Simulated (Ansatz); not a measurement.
# TiCo3: the cost of one run

Method: DFT LDA, with the methods named in each step, in Ansatz 0.2.0.

## (1) The structure to begin with

Symmetry: Pm-3m, No. 221, cubic system. Conventional cell: a = 3.571 Å, b = 3.571 Å, c = 3.571 Å, α = 90.00°, β = 90.00°, γ = 90.00°. Ti (site symmetry m-3m) is surrounded by 12 Co at 2.53 Å. Co (site symmetry 4/mmm) is surrounded by 4 Ti at 2.53 Å and 8 Co at 2.53 Å.

Coordinates:

```cif
data_structure
_symmetry_space_group_name_H-M 'P 1'
_symmetry_Int_Tables_number 1
_cell_length_a 3.5710
_cell_length_b 3.5710
_cell_length_c 3.5710
_cell_angle_alpha 90.000
_cell_angle_beta 90.000
_cell_angle_gamma 90.000
_cell_volume 45.54
loop_
_atom_site_label
_atom_site_type_symbol
_atom_site_fract_x
_atom_site_fract_y
_atom_site_fract_z
_atom_site_occupancy
Ti1 Ti 0.00000 0.00000 0.00000 1
Co1 Co 0.00000 0.50000 0.50000 1
Co2 Co 0.50000 0.00000 0.50000 1
Co3 Co 0.50000 0.50000 0.00000 1
```

Where an Elk run is restarted with further inputs, its INFO.OUT and LSJ.OUT are those of the last start.

Elk's input and logs are in atomic units (hartree, bohr).

Atoms are numbered in the order of the input: Ti1, Co2, Co3, Co4.

## (2) Collinear moments, PAW

Input file input.yaml:

```yaml
crystal:
  lattice:
    - [3.571, 0.0, 0.0]
    - [0.0, 3.571, 0.0]
    - [0.0, 0.0, 3.571]
  atoms:
    - { symbol: Ti, position: [0.0, 0.0, 0.0] }
    - { symbol: Co, position: [0.0, 0.5, 0.5], spin: 2.0 }
    - { symbol: Co, position: [0.5, 0.0, 0.5], spin: 2.0 }
    - { symbol: Co, position: [0.5, 0.5, 0.0], spin: 2.0 }
magnetization:
  spin_polarized: true
kpoints:
  mp_grid: { grid: [8, 8, 8] }
scf:
  occupations: { method: fermi_dirac, width: 0.05 }
  lower_state_search: "off"
hamiltonian:
  xc: lda
  pseudopotentials: { kind: paw }
output:
  forces: true
  stress: true
  eigenvalues: true
  write_density: true
  write_potential: true
  elf: true
  volumetric_format: npy
```

Run with:

```bash
$ ansatz run input.yaml --threads 2 --pin off --max-ram 4096MiB --backend cpu --events-out ev --progress --plain --runs-dir out
```

**Question.** How long does this run take on 2 threads of Arm Neoverse V1, shared host, and how much memory does it need?

About 12 s, with a peak of 0.39 GiB.
